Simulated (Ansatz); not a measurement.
# CH9AlOSi2: one species, many methods

Aim: compute CH9AlOSi2 with functionals from several rungs and with coupled cluster, and see how far each lands from CCSD(T) at the basis-set limit for the atomisation energy.

Computed with Ansatz 0.2.0, Gaussian basis. Level: functionals in def2-TZVPP, the program's frozen cores in correlated methods.

Levels to be run: PBE-D4, r2SCAN-D4, PBE0-D4, B3LYP-D4, ωB97X-V, ωB97M-V, B2PLYP; CCSD(T)/def2-TZVPP; MP2/def2-QZVPP; extrapolation to the limit.

## (1) The relaxed structure

All runs share one geometry, relaxed beforehand with PBE0-D4 in a triple-zeta def2 set.

14 atoms, charge 0, spin multiplicity 1.

Atoms are counted from 1 here; the program's logs count them from 0.

Bond lengths: Si1–C2 1.890 Å, Si1–H6 1.489 Å, Si1–H7 1.486 Å, Si1–H8 1.491 Å, C2–O3 1.408 Å, C2–H9 1.099 Å, C2–H10 1.096 Å, O3–Al4 1.694 Å, Al4–Si5 2.455 Å, Al4–H11 1.581 Å, Si5–H12 1.491 Å, Si5–H13 1.491 Å, Si5–H14 1.492 Å. Angles: C2–Si1–H6 111.3°, C2–Si1–H7 110.5°, C2–Si1–H8 107.7°, H6–Si1–H7 109.5°, H6–Si1–H8 109.3°, H7–Si1–H8 108.6°, Si1–C2–O3 109.7°, Si1–C2–H9 109.2°, Si1–C2–H10 110.3°, O3–C2–H9 112.0°, O3–C2–H10 109.1°, H9–C2–H10 106.4°, C2–O3–Al4 133.7°, O3–Al4–Si5 118.4°, O3–Al4–H11 115.1°, Si5–Al4–H11 126.5°, Al4–Si5–H12 111.9°, Al4–Si5–H13 112.0° and more.

## (2) PBE-D4 (GGA)

Input file in.yaml:

```yaml
crystal:
  periodic: [false, false, false]
  atoms:
    - {symbol: Si, position_ang: [-2.156351, 0.070216, -0.707641]}
    - {symbol: C, position_ang: [-0.897533, -1.284759, -0.316486]}
    - {symbol: O, position_ang: [-0.384149, -1.096035, 0.980653]}
    - {symbol: Al, position_ang: [0.912898, -0.205354, 1.608963]}
    - {symbol: Si, position_ang: [2.350789, 1.023315, 0.043512]}
    - {symbol: H, position_ang: [-2.671529, -0.057051, -2.098635]}
    - {symbol: H, position_ang: [-3.291867, 0.016375, 0.248720]}
    - {symbol: H, position_ang: [-1.468944, 1.384362, -0.555986]}
    - {symbol: H, position_ang: [-0.105361, -1.273327, -1.078706]}
    - {symbol: H, position_ang: [-1.370016, -2.272248, -0.376077]}
    - {symbol: H, position_ang: [1.061884, -0.254566, 3.181865]}
    - {symbol: H, position_ang: [3.796397, 0.741512, 0.277510]}
    - {symbol: H, position_ang: [2.050230, 0.683299, -1.376816]}
    - {symbol: H, position_ang: [2.160754, 2.494760, 0.197825]}
basis:
  gaussian: {orbitals: def2-TZVPP}
hamiltonian: {xc: pbe, dispersion: d4}
output: {forces: true, orbitals: {seedname: orbitals}}
```

Run with:

```sh
ansatz run in.yaml --threads 4 --pin off --events-out ev --progress --plain --max-ram 10444MiB
```

The runs that follow: r2SCAN-D4 (meta-GGA); PBE0-D4 (hybrid); B3LYP-D4 (hybrid); ωB97X-V (range-separated); ωB97M-V (range-separated); B2PLYP (double hybrid); CCSD(T) in def2-TZVPP; MP2 in def2-QZVPP.

**Question.** What will the summary of the whole plan be? Wanted: atomisation energy, CCSD(T)/CBS; farthest; mean size of error, hybrid; mean size of error, range-separated; gap, smallest and largest; T1 diagnostic; triples share of the correlation energy.

The runs gave:

| quantity | value |
| --- | --- |
| atomisation energy, CCSD(T)/CBS | 46.280 eV |
| functionals within 0.231 eV (0.5 %) | PBE-D4, r2SCAN-D4, B3LYP-D4, ωB97M-V |
| farthest | B2PLYP (-0.747 eV) |
| mean size of error, hybrid | 0.375 eV |
| mean size of error, range-separated | 0.148 eV |
| gap, smallest and largest | 4.08 eV (PBE-D4), 10.17 eV (ωB97X-V) |
| T1 diagnostic | 0.0140 |
| triples share of the correlation energy | 3.5 % |

PBE-D4 misses by -0.231 eV. Double hybrids carry the basis error of their MP2 part in triple zeta, and no dispersion term here, so their miss is partly the set-up's. The reference freezes the cores and leaves out relativity and excitations past (T), so misses under about 0.231 eV can't be ranked. Hartree-Fock recovers 75 % of the binding; the rest is correlation. The gap grows from 4.1 to 10.2 eV across the functionals, mostly with the share of exact exchange.
